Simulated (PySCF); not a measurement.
# BH6PSSi: electronic excitations and core binding energies

What electronic excitations and core binding energies should BH6PSSi (`[SiH3]SBP`) show?

Computed with PySCF 2.14.0, with density-fitted response routines of our own, on a single molecule in the gas phase. Atoms count from 0, in the outputs and in this text.

## (1) Starting geometry

10 atoms, charge 0, multiplicity 1; geometry from: GFN2-xTB.

Bonds of the start (Å): Si0–S1 2.17, S1–B2 1.76, B2–P3 1.89, Si0–H4 1.46, Si0–H5 1.46, Si0–H6 1.45, B2–H7 1.17, P3–H8 1.38, P3–H9 1.38.

## (2) Ultraviolet spectrum: PBE0/def2-SVPD

What the job is given:

```
{"job": {"kind": "uv", "xc": "PBE0", "basis": "def2-SVPD", "nstates": 8, "ntriplets": 3}, "charge": 0, "multiplicity": 1}
Si    -1.701169     0.633650     0.210521
S     -0.695782    -0.251959    -1.497874
B      0.998266    -0.454222    -1.061837
P      1.751590     0.057115     0.597344
H     -0.894396     1.755725     0.673933
H     -1.833518    -0.404246     1.230044
H     -2.975857     1.012597    -0.375052
H      1.706277    -0.826972    -1.915780
H      0.904558    -0.622167     1.453964
H      2.748914    -0.894866     0.662209
```

Method: TDDFT PBE0/def2-SVPD, vertical, gas phase, core orbitals frozen in the response.

Started as:

```
OMP_NUM_THREADS=1 python probes_run.py task.json out
```

The driver reads the jobs from task.json and runs them one after another.

Output:

```text
coarse grid: 9680 points
cycle   1  E = -1056.6338014200  dE =  1.330e-01  |g| = 1.948e-01  |ddm| = 3.517e+00
cycle   2  E = -1056.6332088925  dE =  5.925e-04  |g| = 2.028e-01  |ddm| = 8.233e-01
cycle   3  E = -1056.6480527295  dE = -1.484e-02  |g| = 2.958e-02  |ddm| = 3.816e-01
cycle   4  E = -1056.6482968565  dE = -2.441e-04  |g| = 1.530e-02  |ddm| = 6.767e-02
cycle   5  E = -1056.6483729352  dE = -7.608e-05  |g| = 3.057e-03  |ddm| = 2.617e-02
cycle   6  E = -1056.6483759025  dE = -2.967e-06  |g| = 9.819e-04  |ddm| = 6.667e-03
final grid: 79040 points
cycle   7  E = -1056.7595396781  dE = -1.718e-05  |g| = 4.181e-03  |ddm| = 6.269e-02
cycle   8  E = -1056.7595380291  dE =  1.649e-06  |g| = 4.723e-03  |ddm| = 1.355e-02
cycle   9  E = -1056.7595449014  dE = -6.872e-06  |g| = 6.929e-04  |ddm| = 7.557e-03
cycle  10  E = -1056.7595450787  dE = -1.774e-07  |g| = 1.025e-04  |ddm| = 1.188e-03
cycle  11  E = -1056.7595450823  dE = -3.580e-09  |g| = 3.145e-05  |ddm| = 2.224e-04
cycle  12  E = -1056.7595450827  dE = -3.292e-10  |g| = 1.134e-05  |ddm| = 7.860e-05
converged SCF energy = -1056.7595450827

Static polarisability (au): isotropic 89.697, principal 68.935 90.690 109.467

Singlet excitations
state   eV       nm        f      main configurations
  1   4.7545    260.8   0.06519   H->L 0.90
  2   5.6675    218.8   0.07995   H-1->L 0.71, H-2->L 0.15
  3   5.8490    212.0   0.06388   H->L+1 0.88
  4   6.2844    197.3   0.03817   H-2->L 0.75, H-1->L 0.13
  5   6.4557    192.1   0.02893   H->L+2 0.90
  6   6.5396    189.6   0.00941   H->L+3 0.69, H-1->L+1 0.16
  7   6.6457    186.6   0.00611   H-3->L 0.62, H-1->L+1 0.17, H->L+3 0.13
  8   6.6870    185.4   0.01980   H-1->L+1 0.57, H-3->L 0.29

Triplet excitations (Tamm-Dancoff, eV): 3.8805 4.6465 5.4002
```

It took 10 s on 1 thread of Arm Neoverse V1, shared host; peak memory 0.59 GiB.

The orbitals next to the gap, with their largest atomic shares:

```
orbital     eV                       atoms
 HOMO−3  -9.67   B2 25 %, S1 25 %, H7 14 %
 HOMO−2  -8.77   S1 38 %, P3 24 %, B2 13 %
 HOMO−1  -8.25   S1 56 %, B2 17 %, Si0 9 %
   HOMO  -7.28   P3 50 %, S1 20 %, B2 14 %
   LUMO  -1.42   B2 44 %, S1 22 %, P3 17 %
 LUMO+1  -0.36  Si0 36 %, S1 21 %, H4 10 %
 LUMO+2   0.23  Si0 27 %, B2 18 %, S1 12 %
```

With each of the 8 states as a Gaussian band of 0.4 eV half-width at 1/e, the curve within the window shown has maxima at 260 nm (ε 2,700), 214 nm (ε 5,900) L/(mol cm). Beyond the last state computed it falls off for lack of states. The curve at chosen wavelengths:

nm, ε (L/mol/cm) and a bar:
```
      177        957 ####
      182       2095 ##########
      187       3252 ################
      191       3858 ###################
      196       4220 #####################
      201       4575 #######################
      206       5212 ##########################
      211       5811 ##############################
      215       5874 ##############################
      220       5228 ###########################
      225       4038 ####################
      230       2825 ##############
      235       2007 #########
      239       1740 ########
      244       1818 ########
      249       2149 ##########
      254       2488 ############
      259       2655 #############
      263       2612 ############
      268       2355 ###########
      273       1949 #########
      278       1494 ######
      283       1069 ####
      287        782 ###
      292        503 #
      297        308
```

Further results of this job:

```
           property  computed
  dipole moment (D)      1.42
polarisability (Å³)     13.29
 HOMO–LUMO gap (eV)      5.87
      −ε(HOMO) (eV)      7.28
```

## (3) X-ray photoelectron lines: SCAN, X2C

Settings changed since step 2:

```diff
@@ -1,2 +1,2 @@
-{"job": {"kind": "uv", "xc": "PBE0", "basis": "def2-SVPD", "nstates": 8, "ntriplets": 3}, "charge": 0, "multiplicity": 1}
+{"job": {"kind": "xps"}, "charge": 0, "multiplicity": 1}
 Si    -1.701169     0.633650     0.210521
```

With the program's defaults for keys left out, this is: delta-SCF UKS SCAN, pcX-2 on the ionised atom, pcseg-1 elsewhere, spin-free X2C.

Output:

```text
ground state, core basis on atom 0 (Si), 140 functions
  cycle   1  E = -1059.84863293  |g| = 2.54e-01
  cycle   2  E = -1059.83621297  |g| = 3.16e-01
  cycle   3  E = -1059.87039055  |g| = 5.45e-02
  cycle   4  E = -1059.87124004  |g| = 2.66e-02
  cycle   5  E = -1059.87150062  |g| = 5.48e-03
  cycle   6  E = -1059.87150901  |g| = 2.27e-03
  cycle   7  E = -1059.87151072  |g| = 8.02e-04
  cycle   8  E = -1059.87150984  |g| = 1.98e-04
  E(ground) = -1059.89611077 Eh
hole in Si 1s of atom 0
  cycle   1  E = -990.91764150  |g| = 4.35e+00
  cycle   2  E = -989.81994040  |g| = 2.44e+00
  cycle   3  E = -987.97754029  |g| = 2.10e+00
  cycle   4  E = -991.89536090  |g| = 3.60e-01
  cycle   5  E = -991.86950067  |g| = 3.99e-01
  cycle   6  E = -991.97806914  |g| = 6.60e-02
  cycle   7  E = -991.98134686  |g| = 2.62e-02
  cycle   8  E = -991.98173168  |g| = 1.38e-02
  cycle   9  E = -991.98186866  |g| = 3.57e-03
  cycle  10  E = -991.98187726  |g| = 1.00e-03
  cycle  11  E = -991.98187769  |g| = 3.18e-04
  E(ion) = -992.01531180 Eh   <S^2> = 0.7529   hole on atom = 1.000   binding energy = 1847.131 eV
hole in Si 2p of atom 0
  cycle   1  E = -1055.57414765  |g| = 1.23e+00
  cycle   2  E = -1054.39475385  |g| = 1.54e+00
  cycle   3  E = -1055.61324632  |g| = 5.78e-01
  cycle   4  E = -1055.88028722  |g| = 1.85e-01
  cycle   5  E = -1055.89128881  |g| = 1.35e-01
  cycle   6  E = -1055.90349130  |g| = 2.14e-02
  cycle   7  E = -1055.90377429  |g| = 7.23e-03
  cycle   8  E = -1055.90379970  |g| = 4.63e-03
  cycle   9  E = -1055.90381518  |g| = 9.72e-04
  cycle  10  E = -1055.90381548  |g| = 3.85e-04
  E(ion) = -1055.94068255 Eh   <S^2> = 0.7538   hole on atom = 1.002   binding energy = 107.633 eV
  2p3/2 = 107.387 eV   2p1/2 = 108.011 eV
ground state, core basis on atom 1 (S), 140 functions
  cycle   1  E = -1059.92343688  |g| = 4.05e-01
  cycle   2  E = -1059.92306959  |g| = 5.24e-02
  cycle   3  E = -1059.92154583  |g| = 8.79e-02
  cycle   4  E = -1059.92394810  |g| = 8.44e-03
  cycle   5  E = -1059.92396254  |g| = 4.53e-03
  cycle   6  E = -1059.92396774  |g| = 6.10e-04
  cycle   7  E = -1059.92396824  |g| = 1.82e-04
  E(ground) = -1059.97665468 Eh
hole in S 1s of atom 1
  cycle   1  E = -967.68605492  |g| = 5.08e+00
  cycle   2  E = -967.57011788  |g| = 2.32e+00
  cycle   3  E = -967.58920116  |g| = 1.41e+00
  cycle   4  E = -968.85832540  |g| = 3.05e-01
  cycle   5  E = -968.90908149  |g| = 1.18e-01
  cycle   6  E = -968.91450979  |g| = 5.46e-02
  cycle   7  E = -968.91623968  |g| = 2.04e-02
  cycle   8  E = -968.91650479  |g| = 7.84e-03
  cycle   9  E = -968.91654958  |g| = 7.84e-04
  cycle  10  E = -968.91654933  |g| = 2.28e-04
  E(ion) = -968.95982017 Eh   <S^2> = 0.7512   hole on atom = 1.000   binding energy = 2476.694 eV
hole in S 2p of atom 1
  cycle   1  E = -1053.23835098  |g| = 1.53e+00
  cycle   2  E = -1052.78434063  |g| = 1.47e+00
  cycle   3  E = -1053.53728967  |g| = 4.46e-01
  cycle   4  E = -1053.66179125  |g| = 2.02e-01
  cycle   5  E = -1053.68629300  |g| = 1.06e-01
  cycle   6  E = -1053.69352896  |g| = 2.23e-02
  cycle   7  E = -1053.69378949  |g| = 8.56e-03
  cycle   8  E = -1053.69383845  |g| = 1.17e-03
  cycle   9  E = -1053.69383802  |g| = 6.15e-04
  cycle  10  E = -1053.69383957  |g| = 1.53e-04
  E(ion) = -1053.75208155 Eh   <S^2> = 0.7539   hole on atom = 1.001   binding energy = 169.379 eV
  2p3/2 = 168.889 eV   2p1/2 = 170.117 eV
ground state, core basis on atom 2 (B), 129 functions
  cycle   1  E = -1059.77019062  |g| = 5.13e-02
  cycle   2  E = -1059.76968874  |g| = 4.59e-02
  cycle   3  E = -1059.77029149  |g| = 2.20e-02
  cycle   4  E = -1059.77046774  |g| = 4.34e-03
  cycle   5  E = -1059.77047481  |g| = 9.05e-04
  cycle   6  E = -1059.77047396  |g| = 2.23e-04
  E(ground) = -1059.83841985 Eh
hole in B 1s of atom 2
  cycle   1  E = -1052.13581468  |g| = 1.17e+00
  cycle   2  E = -1050.36938352  |g| = 2.04e+00
  cycle   3  E = -1052.45977860  |g| = 4.01e-01
  cycle   4  E = -1052.50517414  |g| = 3.30e-01
  cycle   5  E = -1052.56059662  |g| = 1.42e-01
  cycle   6  E = -1052.57591047  |g| = 4.89e-02
  cycle   7  E = -1052.57807307  |g| = 1.58e-02
  cycle   8  E = -1052.57837378  |g| = 7.09e-03
  cycle   9  E = -1052.57845381  |g| = 4.91e-03
  cycle  10  E = -1052.57850452  |g| = 2.01e-03
  cycle  11  E = -1052.57851115  |g| = 7.87e-04
  cycle  12  E = -1052.57851192  |g| = 2.56e-04
  E(ion) = -1052.64797587 Eh   <S^2> = 0.8546   hole on atom = 1.000   binding energy = 195.662 eV
ground state, core basis on atom 3 (P), 140 functions
  cycle   1  E = -1059.89044735  |g| = 3.39e-01
  cycle   2  E = -1059.89029502  |g| = 3.61e-02
  cycle   3  E = -1059.88967646  |g| = 5.54e-02
  cycle   4  E = -1059.89074632  |g| = 7.60e-03
  cycle   5  E = -1059.89076311  |g| = 3.09e-03
  cycle   6  E = -1059.89076683  |g| = 2.97e-04
  E(ground) = -1059.92774413 Eh
hole in P 1s of atom 3
  cycle   1  E = -979.74017306  |g| = 4.72e+00
  cycle   2  E = -978.95970190  |g| = 2.45e+00
  cycle   3  E = -977.61694802  |g| = 1.77e+00
  cycle   4  E = -980.72428155  |g| = 4.66e-01
  cycle   5  E = -980.79644042  |g| = 3.68e-01
  cycle   6  E = -980.88248521  |g| = 1.10e-01
  cycle   7  E = -980.88914553  |g| = 3.55e-02
  cycle   8  E = -980.88991099  |g| = 7.75e-03
  cycle   9  E = -980.88994808  |g| = 2.63e-03
  cycle  10  E = -980.88995221  |g| = 7.12e-04
  cycle  11  E = -980.88995207  |g| = 2.65e-04
  E(ion) = -980.92716007 Eh   <S^2> = 0.7518   hole on atom = 1.000   binding energy = 2149.715 eV
hole in P 2p of atom 3
  cycle   1  E = -1054.47513872  |g| = 1.38e+00
  cycle   2  E = -1054.04507072  |g| = 1.36e+00
  cycle   3  E = -1054.69136409  |g| = 4.77e-01
  cycle   4  E = -1054.83118071  |g| = 2.29e-01
  cycle   5  E = -1054.86099200  |g| = 8.72e-02
  cycle   6  E = -1054.86546303  |g| = 2.75e-02
  cycle   7  E = -1054.86595896  |g| = 7.59e-03
  cycle   8  E = -1054.86599539  |g| = 2.24e-03
  cycle   9  E = -1054.86600069  |g| = 7.79e-04
  cycle  10  E = -1054.86600131  |g| = 2.73e-04
  E(ion) = -1054.91361988 Eh   <S^2> = 0.7534   hole on atom = 1.002   binding energy = 136.441 eV
  2p3/2 = 136.210 eV   2p1/2 = 137.101 eV
```

Run time: 34 s. Hardware: 1 thread of Arm Neoverse V1, shared host; peak memory 0.43 GiB.

Binding energies by hole, beside the orbital energy of the ground state; the difference holds orbital relaxation and, for a density functional, its self-interaction error:

```
       hole  stands for                  environment  ΔSCF (eV; 2p as the shell's mean)  −ε (eV)   ⟨S²⟩
Si1s on Si0         Si0     silicon bonded to S, 3 H                            1847.13   1794.1  0.753
Si2p on Si0         Si0     silicon bonded to S, 3 H                             107.60     97.0  0.754
  S1s on S1          S1       sulfur bonded to B, Si                            2476.69   2414.9  0.751
  S2p on S1          S1       sulfur bonded to B, Si                             169.30    158.1  0.754
  B1s on B2          B2      boron bonded to P, S, H                  195.66 (doubtful)    180.8  0.855
  P1s on P3          P3  phosphorus bonded to B, 2 H                            2149.72   2092.5  0.752
  P2p on P3          P3  phosphorus bonded to B, 2 H                             136.51    125.6  0.753
```

Doubtful: the ion did not converge, its hole moved, or its ⟨S²⟩ is well above 0.75.

With the spin-orbit splitting: Si0 2p3/2 107.39, 2p1/2 108.01 eV; S1 2p3/2 168.89, 2p1/2 170.12 eV; P3 2p3/2 136.21, 2p1/2 137.10 eV. The table gives each 2p level as the mean over the whole 2p shell (two parts 2p3/2, one part 2p1/2), which differs a little from the single hole in the log.

## (4) Summary of results

```
                                quantity                        value
         lowest singlet (PBE0/def2-SVPD)  4.75 eV (261 nm), f = 0.065
brightest single state of those computed  state 2, 5.67 eV, f = 0.080
                          lowest triplet                      3.88 eV
       Si1s binding energies, SCAN/pcX-2               Si0 1847.13 eV
       Si2p binding energies, SCAN/pcX-2                Si0 107.60 eV
        S1s binding energies, SCAN/pcX-2                S1 2476.69 eV
        S2p binding energies, SCAN/pcX-2                 S1 169.30 eV
        P1s binding energies, SCAN/pcX-2                P3 2149.72 eV
        P2p binding energies, SCAN/pcX-2                 P3 136.51 eV
```

The lowest singlet, at 4.75 eV, is HOMO→LUMO 0.90 and is bright; of the 8 states computed, the strongest absorption comes from state 2 at 5.67 eV. The lowest triplet lies 0.87 eV below the lowest singlet (triplets in Tamm-Dancoff, singlets in full TDDFT).
